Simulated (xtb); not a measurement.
# ZnSiH4O2 (SMILES O[SiH2][O][ZnH]) at GFN1-xTB

Wanted: a geometry optimisation of ZnSiH4O2. 

Program for the calculation: xtb 6.7.1.

3 further runs of the same task are left out: 3 set aside as unsound or not needed.

## 1. The molecule

ZnSiH4O2 has 8 atoms, charge 0, and is taken as a singlet. As SMILES, `O[SiH2][O][ZnH]`. The shape comes from GFN2-xTB, which is rough for such elements, and wasn't checked as a minimum. This is one conformer, not always the lowest. The run starts from this shape.

Bond lengths: O1–Si2 1.718 Å, Si2–O3 1.573 Å, O1–Zn4 2.121 Å, O3–Zn4 1.837 Å, O1–H5 0.958 Å, Si2–H6 1.458 Å, Si2–H7 1.457 Å, Zn4–H8 1.453 Å. Some angles: O1–Si2–O3 95.4°, Si2–O1–Zn4 87.0°, Si2–O3–Zn4 102.1°, O1–Zn4–O3 75.6°, O1–Si2–H6 105.6°, O1–Si2–H7 105.5°, O3–Si2–H6 115.6°, O3–Si2–H7 115.8°, Si2–O1–H5 118.0°, Zn4–O1–H5 155.0°.

## 2. A geometry optimisation at GFN1-xTB

File detailed.inp:

```
$chrg 0
$spin 0
$end
```

File input.xyz:

```xyz
8

O     -0.81066000     0.34420000    -0.48025000
Si     0.72609000     0.77015000     0.15876000
O      1.07034000    -0.67088000     0.68607000
Zn    -0.42259000    -1.62582000     0.20200000
H     -1.32737000     1.03036000    -0.90384000
H      0.45927000     1.77065000     1.18538000
H      1.50728000     1.23122000    -0.98203000
H     -1.20238000    -2.84988000     0.13391000
```

Run with:

```
$ xtb --input detailed.inp -o vtight --gfn 1 --parallel 1 -- input.xyz > input.out 2> xtb.err
```

**Question.** What will come out? Wanted: total energy at the end; dipole moment; HOMO energy; LUMO energy; HOMO–LUMO gap; dispersion energy.

Answer, from the run:

Level: GFN1-xTB.

```
               quantity         value
total energy at the end  -14.38996 Eh
          dipole moment        2.02 D
            HOMO energy     -10.67 eV
            LUMO energy      -5.64 eV
          HOMO–LUMO gap       5.03 eV
      dispersion energy  -5.42 kJ/mol
```

At the final geometry: Bond lengths: O1–Si2 1.613 Å, Si2–O3 1.606 Å, O3–Zn4 1.792 Å, O1–H5 0.944 Å, Si2–H6 1.449 Å, Si2–H7 1.449 Å, Zn4–H8 1.483 Å. Angles: O1–Si2–O3 115.0°, Si2–O3–Zn4 179.5°, O1–Si2–H6 106.2°, O1–Si2–H7 106.2°, O3–Si2–H6 107.9°, O3–Si2–H7 107.9°, Si2–O1–H5 172.8°, O3–Zn4–H8 179.0°, H6–Si2–H7 113.9°. The optimisation took 36 steps and changed the energy by -0.554 eV.
